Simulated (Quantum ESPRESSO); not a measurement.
Runs of Quantum ESPRESSO 7.5 on Co. Symmetry: P6_3/mmc, No. 194, hexagonal system. The conventional cell has a = 2.507 Å, b = 2.507 Å, c = 4.069 Å, α = 90.00°, β = 90.00°, γ = 120.00°. Co (site symmetry -6m2) has 12 Co at 2.50 to 2.51 Å as nearest neighbours. 

| level | potentials or basis | U | cutoff (eV) | form of the LDA correlation | gap on the mesh (eV) | pressure (GPa) | moment (μB) |
| --- | --- | --- | --- | --- | --- | --- | --- |
| LDA | GBRV 1.5 LDA | - | 762 | PZ81 | none | -21.8 | 3.21 |
| PBE | SSSP 1.3 efficiency PBE | - | 748 | - | none | -4.1 | 3.30 |
| PBE+U | SSSP 1.3 efficiency PBE | Co d U = 2 eV | 748 | - | none | (a) | (b) |
| PBEsol | GBRV 1.5 PBEsol | - | 762 | - | none | -13.7 | 3.30 |

Alike in all rows: task band structure; spin collinear, ferromagnetic start; cell as given; k mesh 16 × 16 × 10; smearing fermi-dirac 0.05 eV.

Fill in the values left out.

(a) -0.3; (b) 3.59.

Caveats: so large a pressure means that the cell lies far from this level's equilibrium, or that cutoff or potentials fall short (some runs); the U is typed as a test and isn't derived for this compound (some runs).

A k mesh can miss the band edges.

A gap of «none» marks a metal or a gap under the smearing width.

Not every run made on this cell is shown here.
